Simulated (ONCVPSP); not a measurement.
# Pseudopotential generation for As: ONCV, PBE

Task: generate the file, and judge it by its errors in other configurations, its logarithmic derivatives, its ghosts and its cutoff.

Method: ONCVPSP 4.0.1.1 (patched build), PBE, scalar-relativistic.

## (1) Starting point

The settings as typed:

```json
{
 "element": "arsenic (As, Z = 33)",
 "type": "optimised norm-conserving Vanderbilt (ONCV)",
 "frozen core": "[Ne] 3s2",
 "valence charge": "21",
 "reference configuration": "3p6 3d10 4s2 (charge +3)",
 "partial waves": "4s: rc 1.20 bohr, ncon 3, nbas 6, qcut 4.6 1/bohr, 2 projectors, debl 3.4 Ha; 3p: rc 0.85 bohr, ncon 3, nbas 8, qcut 20.4 1/bohr, 2 projectors, debl 1 Ha; 3d: rc 1.15 bohr, ncon 3, nbas 8, qcut 13.4 1/bohr, 2 projectors, debl 2.3 Ha",
 "local potential": "polynomial inside 0.65 bohr (lpopt 5, dvloc0 4 Ha)",
 "core correction": "Teter function, fcfact 3.5, rcfact 1.55"
}
```

The outer shells as boxes (Hund's rule for the drawing; the calculation is spin-unpolarised):

```
[Ne] core
3s [↑↓]
3p [↑↓][↑↓][↑↓]
3d [↑↓][↑↓][↑↓][↑↓][↑↓]
4s [↑↓]
```

The nodes and maxima of the atom's own shells, from an earlier all-electron run, set the scale for the radii.

All-electron outer shells of the reference configuration (PBE, scalar-relativistic, ld1.x):

```
shell  level (eV)  outermost node (bohr)  outermost maximum (bohr)
   3s     -224.72                   0.25                      0.52
   3p     -168.08                   0.22                      0.52
   3d      -74.92                      –                      0.47
   4s      -44.43                   0.73                      1.53
   4p      -32.87                   0.77                      1.74
```

## (2) The generation run

As.dat reads:

```
# ATOM AND REFERENCE CONFIGURATION
# atsym  z   nc   nv     iexc    psfile
  As 33.00    4    3        4      upf
#
#   n    l    f
    1    0    2.00
    2    0    2.00
    2    1    6.00
    3    0    2.00
    3    1    6.00
    3    2   10.00
    4    0    2.00
#
# PSEUDOPOTENTIAL AND OPTIMIZATION
# lmax
    2
#
#   l,   rc,      ep,       ncon, nbas, qcut
    0    1.20    0.00    3    6    4.60
    1    0.85    0.00    3    8   20.40
    2    1.15    0.00    3    8   13.40
#
# LOCAL POTENTIAL
# lloc, lpopt,  rc(5),   dvloc0
    4    5    0.65    4.00
#
# VANDERBILT-KLEINMAN-BYLANDER PROJECTORs
# l, nproj, debl
    0    2    3.40
    1    2    1.00
    2    2    2.30
#
# MODEL CORE CHARGE
# icmod, fcfact, rcfact
    3    3.50    1.55
#
# LOG DERIVATIVE ANALYSIS
# epsh1, epsh2, depsh
   -8.00    5.00    0.04
#
# OUTPUT GRID
# rlmax, drl
    6.00    0.01
#
# TEST CONFIGURATIONS
# ncnf
    4
# nvcnf
#   n    l    f
    4
    3    1    6.00
    3    2   10.00
    4    0    2.00
    4    1    3.00
#
    4
    3    1    6.00
    3    2   10.00
    4    0    2.00
    4    1    2.00
#
    4
    3    1    6.00
    3    2   10.00
    4    0    2.00
    4    1    1.00
#
    4
    3    1    6.00
    3    2   10.00
    4    0    1.00
    4    1    3.00
#
```

Started as:

```bash
$ oncvpsp.x < As.dat > As.out
```

**Question.** What will these runs give? Wanted: cutoffs for 1 and 0.1 mHa per electron, occupied waves; bound ghosts; GHOST(+) flags; largest test error; largest phase difference near zero energy, channels read; rms error of d²Exc/dn², without and with the model core; projector energies reset by the program.

The runs gave:

| quantity | value |
| --- | --- |
| cutoffs for 1 and 0.1 mHa per electron, occupied waves | 105 Ha and 136 Ha |
| bound ghosts | s at -188.81 eV |
| GHOST(+) flags | s at 582 eV |
| largest test error (AE − PS) | -20 meV, for 3p6 3d10 4s1 4p3 |
| largest phase difference near zero energy, channels read | 0.000 rad |
| rms error of d²Exc/dn², without and with the model core | 3.60 and 1.72 mHa |
| projector energies reset by the program | p: -6.177, 0.250 Ha; d: -2.753, 0.250 Ha |

What this shows: It has a bound ghost (s), a state that the atom doesn't have, and that rules the file out. By total energies transferability is good: the largest error is 20 meV on 35.5 eV, for 3p6 3d10 4s1 4p3. Atomic tests can pass in spite of a ghost, since they solve only for the levels asked. The potential is very hard: the looser tolerance needs 105 Ha. At the looser tolerance the 3p wave is the slowest; 3d needs 74 Ha. Near zero energy the phases of the channels with partial waves agree within 0.001 rad. The pseudo curves have a pole with no partner nearby in the atom's: s at -6.74 Ha. The program also flags highly localised states, GHOST(+) (s). All of this concerns the isolated atom, not yet a solid.
